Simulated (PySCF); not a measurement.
# A diatomic session: InSe

The task here is to estimate one member of a computed series from the others.

Method: In def2-SVP with ECP28, Se def2-SVP, scalar-relativistic core potentials; program: PySCF 2.14.0.

Set-up of the first run:

Settings of the job:

| Quantity | Value |
| --- | --- |
| atoms | In, Se |
| charge | 0 |
| basis | In def2-SVP with ECP28, Se def2-SVP |
| Hamiltonian | scalar-relativistic core potentials |
| basis functions | 58 |
| electrons treated | 55 |
| masses in u | 114.9039, 79.9165 |
| levels | PBE0, PBE, r²SCAN, LDA, PW91, BHandHLYP, HSE06, HF, MP2, SCS-MP2, CCSD, CCSD(T) |
| grid | 80 radial by 434 angular points |
| occupations | held fixed by the projection of orbital angular momentum |
| dissociation limit | In + Se, each in its ground configuration |
| starting distance in angstrom | 2.505 |
| values of 2S to try | 1, 3 |

Started as:

```bash
$ OMP_NUM_THREADS=1 python dia.py task.json out
```

Among the steps run: Set-up; First curve: PBE0; Excited determinants; PBE (GGA); r²SCAN (meta-GGA); LDA; PW91; BHandHLYP; HSE06; UHF; MP2 and coupled cluster.

One of the session's tables, all rows but one given; the rest of the session is left out.

| level | Re (Å) | ωe (cm⁻¹) | De (eV) |
| --- | --- | --- | --- |
| UHF | 2.675 | 201.3 | 1.78 |
| UHF-MP2 | 2.648 | 210.5 | 2.62 |
| UHF-SCS-MP2 | 2.659 | 207.1 | 2.54 |
| UHF-CCSD | 2.659 | 207.2 | 2.48 |
| UHF-CCSD(T) | 2.661 | 206.2 | 2.56 |
| LDA | 2.622 | 208.7 | 3.60 |
| PBE | 2.680 | 195.2 | 3.08 |
| PW91 | 2.677 | 195.9 | 3.12 |
| r²SCAN | 2.654 | 203.2 | 3.00 |
| PBE0 | ? | ? | ? |
| HSE06 | 2.657 | 202.5 | 2.98 |
| BHandHLYP | 2.658 | 203.6 | 2.73 |

**Question.** Estimate the row for PBE0.

The run gave: Re (Å): 2.655; ωe (cm⁻¹): 203.1; De (eV): 2.94. In the column «Re (Å)» it lies between r²SCAN (2.654) and HSE06 (2.657).

To keep in mind: At some levels the lowest empty orbital lies below the highest filled one (the two can be of opposite spin).
